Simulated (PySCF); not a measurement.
**The bond of ZnBr, level by level**

The task here is to estimate one member of a computed series from the others.

Program: PySCF 2.14.0. Level of theory: Zn def2-TZVPP, Br def2-TZVPP, no relativity. These are calculated values, not measurements.

Set-up of the first run:

Settings of the job:

```
atoms                         : Zn, Br
charge                        : 0
basis                         : Zn def2-TZVPP, Br def2-TZVPP
Hamiltonian                   : no relativity
basis functions               : 112
electrons treated             : 65
masses in u                   : 63.9291, 78.9183
levels                        : PBE0, PBE, r²SCAN, B2PLYP, r²SCANh, BLYP, B97-3, ωB97X-V, HF, MP2, SCS-MP2
grid                          : 80 radial by 434 angular points
occupations                   : held fixed by the projection of orbital angular momentum
dissociation limit            : Zn + Br, each in its ground configuration
starting distance in angstrom : 2.305
values of 2S to try           : 1, 3
```

The run is started by

```
$ OMP_NUM_THREADS=2 python dia.py task.json out
```

Among the steps run: Input; PBE0 along the bond; Higher solutions at PBE0; PBE; r²SCAN (meta-GGA); B2PLYP; r²SCANh (hybrid meta-GGA); BLYP (GGA); B97-3 (global hybrid GGA); ωB97X-V; UHF (mean field).

One of the session's tables, all rows but one given; the rest of the session is left out.

| level | Re (Å) | ωe (cm⁻¹) | De (eV) | μ (D) |
| --- | --- | --- | --- | --- |
| UHF | 2.336 | 278.8 | 1.70 | -3.23 |
| UHF-MP2 | 2.280 | 289.5 | 2.01 | n/a |
| UHF-SCS-MP2 | 2.297 | 284.1 | 1.82 | n/a |
| PBE | 2.326 | 257.5 | 1.89 | -2.34 |
| BLYP | 2.366 | 238.0 | 1.56 | -2.46 |
| r²SCAN | 2.293 | 278.2 | 2.14 | -2.45 |
| r²SCANh | 2.292 | 280.5 | 2.14 | -2.55 |
| PBE0 | 2.307 | 273.1 | 1.99 | -2.61 |
| B97-3 | 2.339 | 257.7 | 1.75 | -2.70 |
| ωB97X-V | 2.297 | 282.1 | 1.95 | -2.73 |
| B2PLYP | ? | ? | ? | ? |

**Question.** Estimate the row for B2PLYP.

**Answer.** Re (Å): 2.314; ωe (cm⁻¹): 270.7; De (eV): 1.78; μ (D): -2.89. In the column «Re (Å)» it lies between PBE0 (2.307) and PBE (2.326).

De is counted to Zn + Br in their ground configurations.
